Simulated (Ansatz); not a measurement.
Task: a single point from an input written key by key of C₄H₆BN, SMILES Bn1cccc1, with Ansatz 0.2.0 through its Python package. Give the script and its output. Settings: MP2, def2-SVP basis, multiplicity 1.

```yaml
atoms:
  - { symbol: B, position_ang: [2.0906, -0.1666, 0.1316] }
  - { symbol: N, position_ang: [0.5744, -0.0458, 0.0361] }
  - { symbol: C, position_ang: [-0.1224, 1.0857, -0.1766] }
  - { symbol: C, position_ang: [-1.4733, 0.8026, -0.2003] }
  - { symbol: C, position_ang: [-1.5948, -0.5581, 0.0072] }
  - { symbol: C, position_ang: [-0.3132, -1.0510, 0.1492] }
  - { symbol: H, position_ang: [2.5923, -1.2194, 0.3222] }
  - { symbol: H, position_ang: [2.7719, 0.7918, 0.0155] }
  - { symbol: H, position_ang: [0.3194, 2.0657, -0.3082] }
  - { symbol: H, position_ang: [-2.2792, 1.5081, -0.3517] }
  - { symbol: H, position_ang: [-2.5144, -1.1260, 0.0500] }
  - { symbol: H, position_ang: [-0.0514, -2.0871, 0.3251] }
```

Script `run_deck.py`:
```python
import ansatz as az
import numpy as np
import pandas as pd

DECK = """
crystal:
  periodic: [false, false, false]
  atoms:
    - { symbol: B, position_ang: [2.0906, -0.1666, 0.1316] }
    - { symbol: "N", position_ang: [0.5744, -0.0458, 0.0361] }
    - { symbol: C, position_ang: [-0.1224, 1.0857, -0.1766] }
    - { symbol: C, position_ang: [-1.4733, 0.8026, -0.2003] }
    - { symbol: C, position_ang: [-1.5948, -0.5581, 0.0072] }
    - { symbol: C, position_ang: [-0.3132, -1.051, 0.1492] }
    - { symbol: H, position_ang: [2.5923, -1.2194, 0.3222] }
    - { symbol: H, position_ang: [2.7719, 0.7918, 0.0155] }
    - { symbol: H, position_ang: [0.3194, 2.0657, -0.3082] }
    - { symbol: H, position_ang: [-2.2792, 1.5081, -0.3517] }
    - { symbol: H, position_ang: [-2.5144, -1.126, 0.05] }
    - { symbol: H, position_ang: [-0.0514, -2.0871, 0.3251] }
basis:
  gaussian: { orbitals: def2-SVP }
correlation:
  method: mp2
output:
  forces: true
"""

session = az.Session.from_yaml(DECK)
summary = session.plan(threads=1).execute().report

print(f"E = {summary['free_energy_ev']:.6f} eV = {summary['free_energy_ev'] / 27.211386246:.7f} Ha")
print("converged:", summary["converged"], " doubts:", summary["published_state_doubts"] or "none")
symbols = ["B", "N", "C", "C", "C", "C", "H", "H", "H", "H", "H", "H"]
print("correlation energy", round(summary["free_energy_ev"] - summary["reference_energy_ev"], 5), "eV")
cluster = summary["correlation"].get("coupled_cluster")
if cluster:
    print("cycles", cluster["cycles"], " T1 diagnostic", round(cluster["t1_diagnostic"], 4), " largest double", round(cluster["largest_double"], 4))

forces = np.array(summary["forces_ev_ang"])
print("largest force", round(float(np.linalg.norm(forces, axis=1).max()), 4), "eV/A, rms", round(float(np.sqrt((forces ** 2).mean())), 4))
charges = summary["charge_distribution"]
table = pd.DataFrame({"atom": symbols, "mulliken": charges["mulliken_charges_e"], "lowdin": charges["lowdin_charges_e"]})
print(table.round(3).to_string())
print("dipole (e A):", np.round(charges["dipole_moment_e_ang"], 4) + 0.0)
```

```console
$ python run_deck.py
E = -6386.238455 eV = -234.6899345 Ha
converged: True  doubts: none
correlation energy -20.93593 eV
largest force 4.6395 eV/A, rms 1.1964
   atom  mulliken  lowdin
0     B     0.258   0.016
1     N    -0.202   0.255
2     C     0.047  -0.067
3     C    -0.066  -0.062
4     C    -0.066  -0.062
5     C     0.047  -0.067
6     H    -0.062  -0.040
7     H    -0.062  -0.040
8     H     0.032   0.015
9     H     0.022   0.017
10    H     0.022   0.017
11    H     0.032   0.015
dipole (e A): [ 0.1261 -0.01    0.0079]
```

Total energies depend on the basis set; only differences at equal settings carry meaning. The geometry is a force-field or estimated start, not a minimum of this method, and the basis set is short of its limit. The Löwdin charges here are taken after orthogonalising the functions within each atom; they differ from plain Löwdin charges, and their signs can be unphysical. Hardware and time: 6.6 s on 1 thread of Arm Neoverse V2, on a shared host, peak memory 0.38 GiB.

(Lines on the test bed's own set-up are left out of the output.)
